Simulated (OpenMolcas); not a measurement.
# SnS (SMILES [S][Sn]) at 5 levels

Aim: a comparison of 5 runs (B2PLYP/def2-TZVP, BHLYP/def2-TZVP, M06-L/def2-TZVP, MP2/def2-TZVP, CCSD(T)/def2-TZVP) of SnS. 

Program for the calculation: OpenMolcas 26.06.

## (1) Starting point

The species is SnS (2 atoms), meant as a singlet with charge 0. As SMILES, `[S][Sn]`. The bond length is the measured one.

Bond lengths: S1–Sn2 2.209 Å.

## (2) The energy at B2PLYP/def2-TZVP (core potential) (run 1)

struct.xyz

```xyz
2

S      0.000000     0.000000     0.000000
Sn     0.000000     0.000000     2.209026
```

test.input

```
>>> EXPORT MOLCAS_PRINT=2
&GATEWAY
BasLib=$CurrDir
Coord=struct.xyz
Basis=def2-TZVP
Group=NoSym
&SEWARD
GridInput
Grid=UltraFine
End of Grid
&SCF
KSDFT=B2PLYP_SCF
Thresholds=1e-10 1e-07 1e-07 1e-05
PrOrbitals=1 1
&MBPT2
Frozen=9
```

The basis set def2-TZVP is read from a file made from the Basis Set Exchange's data (not shown).

Command:

```console
$ export MOLCAS_MEM=1860
$ pymolcas test.input > test.log
```

The program printed:

```text
--- Start Module: gateway ---
[...]
--- Stop Module: gateway /rc=_RC_ALL_IS_WELL_ ---
[...]
      Basis functions           87
[...]
--- Start Module: scf ---
[...]
       Convergence after  16 Iterations
[...]
::    Total KS-DFT energy                            -612.0639521240
[...]
      Total spin, S                                     0.0000000000
[...]
      Total electronic charge=   38.000000
      Total            charge=   -0.000000
[...]
      Dipole Moment (debye):
      Origin of the operator (angstrom)=    0.0000    0.0000    1.7440
                   X=  1.7280E-15               Y=  2.1678E-15               Z=  3.7347E+00           Total=  3.7347E+00
      Quadrupole Moment (debye*angstrom):
[...]
--- Stop Module: scf /rc=_RC_ALL_IS_WELL_ ---
[...]
--- Start Module: mbpt2 ---
[...]
 ###    WARNING: MP2 implementation intended for RHF references only         ###
 ###############################################################################
MBPT2 WARNING: Reference function according to RunFile:KS-DFT
I'll assume you know what you're doing and continue
WARNING!
Default frozen orbitals as non valence orbitals is overwritten by user input.
Default values:   5
[...]
       Reference weight ( Cref**2 )         =        0.75945
::    Total MBPT2 energy                             -612.6436865250
[...]
      Total MBPT2 calculations                           0.15      0.18
--- Stop Module: mbpt2 /rc=_RC_ALL_IS_WELL_ ---
[...]
```

Run time: 14 s. Hardware: 1 thread of Arm Neoverse V1, shared host; peak memory 0.48 GiB.

## (3) Energy and forces at BHLYP/def2-TZVP (core potential) (run 2)

mol.xyz

```xyz
2

S      0.000000     0.000000     0.000000
Sn     0.000000     0.000000     2.209026
```

mol.inp

```
&gateway
baslib
$CurrDir
coord
mol.xyz
basis
def2-TZVP
group
NoSym
&seward
gridinput
Grid=UltraFine
End of Grid
&scf
ksdft
HYB_GGA_XC_BHANDHLYP
thresholds
1e-10 1e-07 1e-07 1e-05
prorbitals
1 1
&alaska
```

The basis set def2-TZVP is read from a file made from the Basis Set Exchange's data (not shown).

Command:

```console
$ export MOLCAS_MEM=1860
$ pymolcas mol.inp > mol.log
```

The program printed:

```text
--- Start Module: gateway ---
[...]
--- Stop Module: gateway /rc=_RC_ALL_IS_WELL_ ---
[...]
      Basis functions           87
[...]
--- Start Module: scf ---
[...]
       Convergence after  15 Iterations
[...]
::    Total KS-DFT energy                            -612.4760911353
[...]
      Total spin, S                                     0.0000000000
[...]
      Total electronic charge=   38.000000
      Total            charge=   -0.000000
[...]
      Dipole Moment (debye):
      Origin of the operator (angstrom)=    0.0000    0.0000    1.7440
                   X=  2.7667E-15               Y= -9.0056E-16               Z=  3.7291E+00           Total=  3.7291E+00
      Quadrupole Moment (debye*angstrom):
[...]
--- Stop Module: scf /rc=_RC_ALL_IS_WELL_ ---
[...]
--- Start Module: alaska ---
[...]
 *              Molecular gradients               *
 **************************************************
  Irreducible representation: a
 ------------------------------------------------------------------------------------------
                              X                       Y                       Z
 ------------------------------------------------------------------------------------------
  S1                1.84631320605731E-15    9.70839732355766E-17   -6.26826681405745E-03
  SN2              -1.84522815685188E-15   -9.79784284473454E-17    6.26826681408588E-03
 ------------------------------------------------------------------------------------------
--- Stop Module: alaska /rc=_RC_ALL_IS_WELL_ ---
[...]
```

Wall time 17 s (1 thread of Arm Neoverse V1, shared host); peak memory 0.48 GiB.

Runs 3 to 4 aren't shown in full; the table further down has their settings and results.

## (4) A single-point energy at CCSD(T)/def2-TZVP (core potential) (run 5)

calc.inp

```
* SSn CCSD(T)
>>> EXPORT MOLCAS_PRINT=2

&GATEWAY
 BasLib = $CurrDir
 Coord
 2
 angstrom
 S        0.000000       0.000000       0.000000
 Sn       0.000000       0.000000       2.209026
 Basis = def2-TZVP
 Group = NoSym

&SEWARD

&SCF
 Thresholds = 1e-10 1e-07 1e-07 1e-05
 PrOrbitals = 1 2

&RASSCF
 FileOrb = $Project.ScfOrb
 Spin = 1
 Nactel = 0 0 0
 Inactive = 19
 Ras2 = 0
 OutOrbitals = Canonical
 OrbListing = NoCore

&MOTRA
 JobIph
 Frozen = 9

&CCSDT
 CCT
 Triples = 2
 Iterations = 80
 Accuracy = 1e-08
 Extrapolation = 5 4
```

The basis set def2-TZVP is read from a file made from the Basis Set Exchange's data (not shown).

Command:

```console
$ export MOLCAS_MEM=1860
$ pymolcas calc.inp > calc.log
```

The program printed:

```text
--- Start Module: gateway ---
[...]
--- Stop Module: gateway /rc=_RC_ALL_IS_WELL_ ---
[...]
      Basis functions           87
[...]
       Convergence after  14 Iterations
[...]
::    Total SCF energy                               -610.9374834048
[...]
      Total spin, S                                     0.0000000000
[...]
      Number of active orbitals                  0
[...]
      Spin quantum number                      0.0
[...]
      Active orbitals                            0
[...]
      Number of CSFs                             1
[...]
      Number of root(s) required                 1
[...]
      Convergence after  4 iterations
[...]
      Natural orbitals and occupation numbers for root  1
      ************************************************************************************************************************
      *                                                    Final results                                                     *
      ************************************************************************************************************************
[...]
::    RASSCF root number  1 Total energy:   -610.93748340
[...]
      Total electronic charge=   38.000000
      Total            charge=   -0.000000
[...]
      Dipole Moment (debye):
      Origin of the operator (angstrom)=    0.0000    0.0000    1.7440
                   X=  1.5763E-15               Y= -5.4739E-16               Z=  4.1756E+00           Total=  4.1756E+00
      Quadrupole Moment (debye*angstrom):
[...]
--- Start Module: motra ---
[...]
      *** WARNING: Default frozen orbitals is overwritten by user input.
      *** Default values:   5
[...]
--- Stop Module: motra /rc=_RC_ALL_IS_WELL_ ---
[...]
--- Start Module: ccsdt ---
[...]
      Convergence after                    17  Iterations
      Total energy (diff) :    -611.40740476      -0.00000000
[...]
 METHOD                       : CCSD+T(CCSD)+<T3(1)WT1> = CCSD(T)
[...]
       CCSD     =      -611.4074047584317
[...]
--- Stop Module: ccsdt /rc=_RC_ALL_IS_WELL_ ---
[...]
```

It took 47 s on 1 thread of Arm Neoverse V1, shared host; peak memory 0.48 GiB.

## (5) Overview of the runs

```
run                               level      task  frozen core orbitals  energy (Eh)  dipole moment (D) of the reference  HOMO energy (eV)  LUMO energy (eV)  wall time
  1   B2PLYP/def2-TZVP (core potential)    energy                     9  -612.220480                                3.73             -8.07             -1.53       14 s
  2    BHLYP/def2-TZVP (core potential)  gradient                     –  -612.476091                                3.73             -8.14             -1.78       17 s
  3    M06-L/def2-TZVP (core potential)  gradient                     –  -612.706516                                3.44             -6.45             -2.97       21 s
  4      MP2/def2-TZVP (core potential)    energy                     9  -611.406472                                4.18             -9.50              0.08      4.5 s
  5  CCSD(T)/def2-TZVP (core potential)    energy                     9  -611.430425                                4.18             -9.50              0.08       47 s
```

## (6) Results

| quantity | value |
| --- | --- |
| run 5: total energy | -611.43043 Eh |
| run 5: dipole moment (mean-field density) | 4.18 D |
| run 5: HOMO energy (Hartree–Fock orbitals) | -9.50 eV |
| run 5: LUMO energy (Hartree–Fock orbitals) | 0.08 eV |
| run 5: HOMO–LUMO gap (Hartree–Fock orbitals) | 9.58 eV |
| run 5: correlation energy (9 core orbitals frozen) | -492.9 mEh |
| run 5: (T) correction | -23.02 mEh |

Over runs 1, 2, 3 the dipole moment (its size) runs from 3.44 D (M06-L/def2-TZVP) to 3.73 D (B2PLYP/def2-TZVP). A double hybrid's value is that of its SCF part. Over runs 1, 2, 3 the HOMO–LUMO gap runs from 3.48 eV (M06-L/def2-TZVP) to 6.54 eV (B2PLYP/def2-TZVP). For B2PLYP the log adds the whole second-order term; the table takes 0.27 of it, as the functional is defined. Totals of different functionals can't be ranked against each other. All runs together took 1.7 min, the longest 47 s.
